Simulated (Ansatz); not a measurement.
Input of an Ansatz 0.2.0 run:

input.yaml

```yaml
crystal:
  lattice:
    - [5.72386, 0.0, 0.0]
    - [1.29464, 6.25668, 0.0]
    - [0.26816, 1.30982, 8.36637]
  atoms:
    - { symbol: Ta, position: [0.21713, 0.30521, 0.58431] }
    - { symbol: Ta, position: [0.03325, 0.11123, 0.99855] }
    - { symbol: Ta, position: [0.58248, 0.62145, 0.50482] }
    - { symbol: As, position: [0.58707, 0.89691, 0.83049] }
    - { symbol: Au, position: [0.58004, 0.09228, 0.18613] }
    - { symbol: Au, position: [0.04485, 0.82077, 0.44682] }
    - { symbol: O, position: [0.66201, 0.69726, 0.71088] }
    - { symbol: O, position: [0.51632, 0.13418, 0.69625] }
    - { symbol: O, position: [0.85098, 0.88773, 0.91932] }
    - { symbol: O, position: [0.34466, 0.87003, 0.94651] }
    - { symbol: O, position: [0.73015, 0.2924, 0.03095] }
    - { symbol: O, position: [0.24622, 0.21809, 0.11075] }
    - { symbol: O, position: [0.129, 0.09398, 0.49104] }
    - { symbol: O, position: [0.48032, 0.38887, 0.43499] }
    - { symbol: O, position: [0.05966, 0.26685, 0.78594] }
    - { symbol: O, position: [0.9333, 0.5324, 0.45645] }
    - { symbol: O, position: [0.49975, 0.85161, 0.34971] }
    - { symbol: O, position: [0.25256, 0.62988, 0.62473] }
    - { symbol: O, position: [0.91878, 0.95175, 0.22636] }
hamiltonian:
  xc: r2scan
  pseudopotentials: { kind: paw }
kpoints:
  mp_grid: { grid: [5, 5, 4] }
  band_path:
    path:
      - [[0.5, 0.0, 0.0], [0.0, 0.0, 0.0], [0.0, 0.0, -0.5]]
      - [[0.5, 0.0, -0.5], [0.0, 0.0, 0.0], [0.0, 0.5, 0.5]]
      - [[0.5, 0.5, 0.5], [0.0, 0.0, 0.0], [0.0, 0.5, 0.0]]
      - [[0.5, 0.5, 0.0], [0.0, 0.0, 0.0]]
    npoints: 10
scf:
  occupations: { method: fermi_dirac, width: 0.05 }
  n_extra_bands: 47
output:
  forces: true
  stress: true
  eigenvalues: true
  fatbands: false
```

Potentials or basis: Ansatz PAW.

The run is started by

```sh
$ ansatz run input.yaml --threads 8 --pin off --max-ram 20480MiB --backend cpu --events-out ev --progress --plain --runs-dir out
```

Estimate the pressure.

-4.7 GPa.

What does it give for the band gap on the k mesh?

1.55 eV, indirect (least direct gap 1.60 eV).

Stress tensor (GPa, compression positive):
```
-4.99 -0.04 -0.06
-0.04 -4.44  0.22
-0.06  0.22 -4.64
```

Caveat: spin-orbit coupling is left out, which moves the levels of the heavy elements; the PAW data sets come from PBE, with cores solved anew for the run's functional, which leaves a small shift of forces and pressure. r2SCAN opens gaps a little over a GGA but as a rule still falls short of measured ones.
